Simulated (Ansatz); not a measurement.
# Fe: how the settings move a single-point run

Aim: see which settings change the result for Fe, by how much, and at what cost.

Method: reference: DFT, LDA, PAW with Ansatz's default frozen-core files, scalar-relativistic, in Ansatz 0.2.0.

## (1) The structure to begin with

The structure is orthorhombic, space group Fmmm (No. 69). Conventional cell: a = 2.997 Å, b = 3.883 Å, c = 3.930 Å, α = 90.00°, β = 90.00°, γ = 90.00°. Fe (site symmetry mmm) is surrounded by 12 Fe at 2.45 to 2.76 Å.

As a file:

```
Fe
1.0
     0.00000    1.94174    1.96511
     1.49844    0.00000    1.96511
     1.49844    1.94174    0.00000
Fe
1
Direct
  0.00000 0.00000 0.00000
```

## (2) Reference

The input, input.yaml:

```yaml
crystal:
  lattice:
    - [0.0, 1.9417396906, 1.9651051623]
    - [1.4984397099, 0.0, 1.9651051623]
    - [1.4984397099, 1.9417396906, 0.0]
  atoms:
    - { symbol: Fe, position: [0.0, 0.0, 0.0], spin: 2.2, spin_axis: [1.0, 0.0, 0.0] }
magnetization:
  noncollinear: true
  spin_spiral: { q: [0.1666666667, 0.1666666667, 0.1666666667] }
kpoints:
  mp_grid: { grid: [12, 12, 12] }
scf:
  occupations: { method: fermi_dirac, width: 0.1 }
  lower_state_search: "off"
hamiltonian:
  xc: lda
  pseudopotentials: { kind: paw }
output:
  eigenvalues: false
```

The run is started by

```
ansatz run input.yaml --threads 2 --pin off --max-ram 5120MiB --backend cpu --events-out ev --progress --plain --runs-dir out
```

## (3) Changed: starting moments, lock_directions true

Edit input.yaml of step 2 so:

```diff
@@ -6,3 +6,3 @@
   atoms:
-    - { symbol: Fe, position: [0.0, 0.0, 0.0], spin: 2.2, spin_axis: [1.0, 0.0, 0.0] }
+    - { symbol: Fe, position: [0.0, 0.0, 0.0], spin: 2.2, spin_axis: [0.25881905, 0.0, 0.96592583] }
 magnetization:
@@ -10,2 +10,3 @@
   spin_spiral: { q: [0.1666666667, 0.1666666667, 0.1666666667] }
+  spin_locking: { lock_directions: true }
 kpoints:
```

Q: Predict the outcome of this session. Wanted: for each run, ending; energy change; abs. moment.

The runs gave:

| run | ending | energy change | abs. moment (μB) | cycles | time |
| --- | --- | --- | --- | --- | --- |
| reference | converged | 0 | 2.23 | 10 | 50 s |
| 1: starting moments, lock_directions true | converged | -25.1 meV/atom | 2.23 | 9 | 86 s |

Residual by cycle in the longest SCF loop of each run; runs are numbered as in the table. The quantity is the density residual dr2, in eV.

| cycle | reference | run 1 |
| --- | --- | --- |
| 1 | 0.56 | 0.561 |
| 2 | 0.00946 | 0.00853 |
| 3 | 0.00706 | 0.011 |
| 4 | 1.2e-4 | 0.00409 |
| 5 | 1.4e-4 | 8.0e-6 |
| 6 | 0.00125 | 4.1e-5 |
| 7 | 0.00208 | 2.4e-6 |
| 8 | 9.0e-6 | 2.1e-7 |
| 9 | 8.4e-7 | 3.0e-8 |
| 10 | 5.1e-9 | - |

**Reading.** Changing the constraint on the moments moves the energy by -25.1 meV/atom. The order is imposed by the input, not reached freely. Cost: 9 SCF cycles against 10, 86 s against 50 s.
